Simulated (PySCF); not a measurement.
# GdSi: from the state search to spectroscopic constants

One job finds the state of GdSi, follows it along the bond with each method and fits the curves.

Program: PySCF 2.14.0. Level of theory: Gd x2c-SVPall, Si x2c-SVPall, spin-free X2C with a Gaussian nucleus. These are calculated values, not measurements.

### 1 Input

A driver script around PySCF takes these settings:

```
atoms                         : Gd, Si
charge                        : 0
basis                         : Gd x2c-SVPall, Si x2c-SVPall
Hamiltonian                   : spin-free X2C with a Gaussian nucleus
basis functions               : 103
electrons treated             : 78
masses in u                   : 157.9241, 27.9769
levels                        : PBE0, PBE, r²SCAN, MN15, revPBE, HF, MP2, SCS-MP2
grid                          : 80 radial by 434 angular points
occupations                   : held fixed by the projection of orbital angular momentum
dissociation limit            : Gd + Si, each in its ground configuration
starting distance in angstrom : 2.635
values of 2S to try           : 6, 8, 10
```

Launch:

```bash
$ OMP_NUM_THREADS=2 python dia.py task.json out
```

Further steps of the session: The PBE0 curve of the state that the search chose; Excited determinants; PBE; r²SCAN (meta-GGA); MN15 (hybrid meta-GGA); revPBE (GGA); ROHF (mean field).

Before running it: what results should come out? Wanted: for each run, Re; ωe; De; μ.

**Answer**, as computed:

Lowest PBE0 solution found, without spin–orbit coupling: ¹¹Σ⁺ (2S+1 = 11), unpaired electrons σ ↑↑, π ↑↑↑↑, δ ↑↑, φ ↑↑, about 7.0 electrons in the 4f shell (Mulliken). State 2 has its PBE0 minimum 0.36 eV higher, as a spin-mixed determinant (⟨S²⟩ = 14.02), so this is no gap between pure states. State 3 has its PBE0 minimum 0.39 eV higher, as a spin-mixed determinant (⟨S²⟩ = 21.01), so this is no gap between pure states. The other levels ran on the lowest alone.

```
       level  Re (Å)  ωe (cm⁻¹)  De (eV)  μ (D)
        ROHF   2.827      259.2     1.45  -2.50
    ROHF-MP2   2.665        301     2.12    n/a
ROHF-SCS-MP2   2.696      293.2     1.89    n/a
         PBE   2.707      295.9     2.87  -3.43
      revPBE   2.717      293.2     2.70  -3.61
      r²SCAN   2.667        304     2.71  -4.61
        PBE0   2.680        303     2.62  -3.98
        MN15   2.687      291.5     2.51  -2.41
```

De is counted to Gd + Si in their ground configurations. A positive dipole means Gd(−)Si(+).

What this shows: The methods spread over 0.162 Å in bond length, from ROHF-MP2 to ROHF. Of the levels with a De here, ROHF gives the least (1.45 eV) and PBE the most (2.87 eV).

Correlated steps freeze 23 core orbitals. Spin–orbit coupling is left out, which matters for elements this heavy, above all for dissociation energies. With d or f electrons several states lie close, and the lowest PBE0 determinant need not be the measured ground state. At some levels the lowest empty orbital lies below the highest filled one (the two can be of opposite spin). With spin–orbit coupling the term label itself may not hold.
